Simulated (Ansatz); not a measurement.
# FeRuS4: the cost of one run

Program: Ansatz 0.2.0. Level of theory: DFT PBEsol, scalar-relativistic, plane waves, PAW. These are calculated values, not measurements.

That is the level of the relaxation; later steps name their own.

## Step 1: The structure to begin with

The structure is monoclinic, space group P2_1/c (No. 14). The conventional cell has a = 5.514 Å, b = 5.514 Å, c = 5.514 Å, α = 90.00°, β = 90.00°, γ = 90.00°. Ru (site symmetry -1) has 6 S at 2.30 Å as nearest neighbours. Around Fe (site symmetry -1) lie 6 S at 2.30 Å. S (site symmetry 1) has 1 S at 2.20 Å and 1 Ru at 2.30 Å and 2 Fe at 2.30 Å as nearest neighbours. S (site symmetry 1) has 1 S at 2.20 Å and 2 Ru at 2.30 Å and 1 Fe at 2.30 Å as nearest neighbours.

Coordinates:

```xyz
12
Lattice="5.5142 0.0000 0.0000 0.0000 5.5142 0.0000 0.0000 0.0000 5.5142" Properties=species:S:1:pos:R:3 pbc="T T T"
Ru    0.0000    0.0000    0.0000
Ru    2.7571    0.0000    2.7571
Fe    2.7571    2.7571    0.0000
Fe    0.0000    2.7571    2.7571
S     2.1220    2.1220    2.1220
S     0.6351    3.3922    4.8791
S     4.8791    0.6351    3.3922
S     3.3922    4.8791    0.6351
S     3.3922    3.3922    3.3922
S     4.8791    2.1220    0.6351
S     0.6351    4.8791    2.1220
S     2.1220    0.6351    4.8791
```

(A quick probe on a coarse mesh, which set the mesh and smearing, is not shown.)

## Step 3: Rough relaxation on the coarse mesh

File input.yaml:

```yaml
crystal:
  lattice:
    - [5.5142, 0.0, 0.0]
    - [0.0, 5.5142, 0.0]
    - [0.0, 0.0, 5.5142]
  atoms:
    - { symbol: Ru, position: [0.0, 0.0, 0.0] }
    - { symbol: Ru, position: [0.5, 0.0, 0.5] }
    - { symbol: Fe, position: [0.5, 0.5, 0.0] }
    - { symbol: Fe, position: [0.0, 0.5, 0.5] }
    - { symbol: S, position: [0.38482, 0.38482, 0.38482] }
    - { symbol: S, position: [0.11518, 0.61518, 0.88482] }
    - { symbol: S, position: [0.88482, 0.11518, 0.61518] }
    - { symbol: S, position: [0.61518, 0.88482, 0.11518] }
    - { symbol: S, position: [0.61518, 0.61518, 0.61518] }
    - { symbol: S, position: [0.88482, 0.38482, 0.11518] }
    - { symbol: S, position: [0.11518, 0.88482, 0.38482] }
    - { symbol: S, position: [0.38482, 0.11518, 0.88482] }
basis:
  ecutwfc: 420
kpoints:
  mp_grid: { grid: [4, 4, 4] }
hamiltonian:
  xc: pbesol
scf:
  occupations: { method: gaussian, width: 0.1 }
output:
  forces: true
  stress: true
  eigenvalues: true
relax:
  adjacent_minimum: "off"
  f_tol: 0.05
  max_steps: 80
  cell: { stress_tol: 0.5 }
```

Launch:

```console
> ansatz run input.yaml --threads 4 --pin off --max-ram 10240MiB --backend cpu --events-out ev --progress --plain --runs-dir out
```

What time and memory should one allow on 4 threads of Intel Xeon at 2.70GHz, shared host?

About 37 s, with a peak of 0.82 GiB.
